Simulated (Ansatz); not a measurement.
Run this with Ansatz 0.2.0, Python API and show what comes out.

The script, `ch5fge.py`:
```python
"""Molecular dynamics of one CH5FGe molecule."""

import ansatz as az
import numpy as np

BASIS_SET = "def2-SVP"
FUNCTIONAL = "b3lyp"
N_STEPS = 40
TEMPERATURE_K = 800

geometry_ang = [
    ("C", [-0.61593, 0.80256, -0.34624]),
    ("Ge", [0.44664, -0.76685, 0.1676]),
    ("F", [1.41382, -0.22279, 1.52236]),
    ("H", [-1.26101, 0.59211, -1.19367]),
    ("H", [0.04761, 1.62364, -0.60876]),
    ("H", [-1.23415, 1.11691, 0.49187]),
    ("H", [1.50523, -1.21964, -0.80223]),
    ("H", [-0.30222, -1.92594, 0.76907]),
]
ch5fge = az.Crystal.molecule()
for symbol, xyz in geometry_ang:
    ch5fge = ch5fge.atom(symbol, xyz)

calculation = ch5fge.calculation()
calculation = calculation.basis(gaussian=BASIS_SET).functional(FUNCTIONAL)
calculation = calculation.scf(lower_state_search="standard")
calculation = calculation.md("nvt_nose_hoover", timestep=1.0, steps=N_STEPS, temperature=TEMPERATURE_K, initial_velocities="maxwell_boltzmann", seed=67, thermostat_time=50)
frames = []
calculation.session().plan().execute(on_event=lambda e: frames.append(e["data"]) if e["event"] == "md_step" else None)
print("t (fs)   E_pot (eV)      E_kin (eV)   T (K)   d(0-1) (A)")
for f in frames[::3]:
    xyz = np.array(f["positions_ang"])
    print(f"{f['time_fs']:6.2f} {f['lagrangian_ev']:14.5f} {f['e_kin_ev']:10.5f} {f['temperature_k']:8.1f} {np.linalg.norm(xyz[0] - xyz[1]):9.4f}")
kept = np.array([f["conserved_ev"] for f in frames])
print(f"conserved energy moves by at most {1000 * np.ptp(kept):.3f} meV")
```

```console
$ python ch5fge.py
t (fs)   E_pot (eV)      E_kin (eV)   T (K)   d(0-1) (A)
  0.00   -60345.82171    0.62045    800.0    1.9637
  3.00   -60345.53855    0.34506    444.9    1.9522
  6.00   -60345.31806    0.12788    164.9    1.9482
  9.00   -60345.57216    0.37923    489.0    1.9587
 12.00   -60345.67314    0.48583    626.4    1.9736
 15.00   -60345.56642    0.38589    497.6    1.9828
 18.00   -60345.48740    0.31393    404.8    1.9854
 21.00   -60345.51937    0.35206    453.9    1.9780
 24.00   -60345.67981    0.51854    668.6    1.9585
 27.00   -60345.45247    0.30694    395.8    1.9374
 30.00   -60345.32406    0.18741    241.6    1.9246
 33.00   -60345.56579    0.43647    562.8    1.9174
 36.00   -60345.54652    0.43561    561.7    1.9171
 39.00   -60345.45553    0.36445    469.9    1.9331
conserved energy moves by at most 12.857 meV
```

Notes:
- These settings explore the input space; basis and method may be short of convergence.
- The trajectory is only some femtoseconds long, so its temperature is not equilibrated; where the script doesn't relax first, it starts from a rough generated geometry.
- b3lyp holds the VWN-RPA fit, as in Gaussian; the form of ORCA and Turbomole is b3lyp5.
- The temperature counts the internal degrees of freedom alone.
- With hydrogen a step over 0.5 fs is long.
- It ran for 97 s on 1 thread of Arm Neoverse V2 (shared host), peak memory 0.24 GiB.

(Lines on the test bed's own set-up are left out of the output.)
